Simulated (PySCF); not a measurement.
# [Hf(SH)2]2+: other functionals and bases at one geometry

One table from this session's results is given with a row withheld; the runs are named, their logs left out.

The runs use PySCF 2.14.0; several levels, as the steps say, no spin–orbit coupling.

1 further run of the same task is left out (for a known fault of the program).

## Where the work starts

5 atoms, charge 2, spin multiplicity 1.

Bond lengths: Hf1–S2 2.300 Å, Hf1–S4 2.300 Å, S2–H3 1.373 Å, S4–H5 1.373 Å. Angles: S2–Hf1–S4 92.0°, Hf1–S2–H3 96.8°, Hf1–S4–H5 96.8°.

Geometry (Å):

```
Hf    0.0000    0.0000   -0.7951
S     1.6527   -0.0889    0.8020
H     2.7078   -0.2346   -0.0641
S    -1.6527    0.0889    0.8020
H    -2.7078    0.2346   -0.0641
```

Formal oxidation states: Hf +4. An earlier session relaxed this geometry at PBE0, Hf def2-SVP with ECP60, S def2-SVP, H def2-SVP (singlet, point group C2).

At PBE0 on the finer grid: E = -844.343866 Eh, HOMO -18.83 eV, LUMO -14.29 eV, Mulliken charge on Hf1 +1.35 e, largest force component 0.009 eV/Å. 

Levels to run: r2SCAN; TPSSh; PBE0, TZVP. Hardware: 2 threads of Arm Neoverse V2, shared host.

Set-up of the first run:

File run.py (the lines that set the calculation):

```python
mol = gto.M(atom='''
Hf     0.00000     0.00000    -0.79511
S      1.65274    -0.08892     0.80196
H      2.70782    -0.23462    -0.06406
S     -1.65274     0.08892     0.80196
H     -2.70782     0.23462    -0.06406''',
    basis={'Hf': 'def2-SVP', 'S': 'def2-SVP', 'H': 'def2-SVP'},
    ecp={'Hf': 'def2-SVP'},
    charge=2, spin=0)
mf = dft.RKS(mol, xc='R2SCAN')
mf.grids.atom_grid = (75, 302)
mf = mf.density_fit()  # fitting sets: Hf def2-universal-JKFIT, S def2-universal-JKFIT, H def2-universal-JKFIT
mf.conv_tol = 1e-08; mf.max_cycle = 55
mf.kernel(dm0)  # dm0: the density of the relaxed state
```

The run is started by

```sh
OMP_NUM_THREADS=2 python run.py
```

Steps of the session up to this table: r2SCAN; TPSSh; PBE0, TZVP.

One of the session's tables, all rows but one given; the rest of the session is left out.

```
              level  HOMO (eV)  gap (eV)  charge on Hf1 (e)  dipole (D)  largest force component (eV/Å)
PBE0 (relaxed here)     -18.83      4.53               1.35        3.89                            0.01
             r2SCAN     -18.01      3.18               1.36        3.85                            0.24
              TPSSh     -18.26      3.63               1.37        3.85                            0.40
         PBE0, TZVP          ?         ?                  ?           ?                               ?
```

**Question.** Estimate the row for PBE0, TZVP.

The run gave: HOMO (eV): -18.66; gap (eV): 4.50; charge on Hf1 (e): 1.49; dipole (D): 3.36; largest force component (eV/Å): 0.22. In the column «HOMO (eV)» it lies between PBE0 (relaxed here) (-18.83) and TPSSh (-18.26).

The dipole of a charged species depends on the origin, so these sizes hold for this origin alone.

In one basis the HOMO–LUMO gap runs from 3.18 eV (r2SCAN) to 4.53 eV (PBE0). The largest leftover force, 0.40 eV/Å with TPSSh, stands at a geometry relaxed at another level. Total energies of different levels can't be compared.
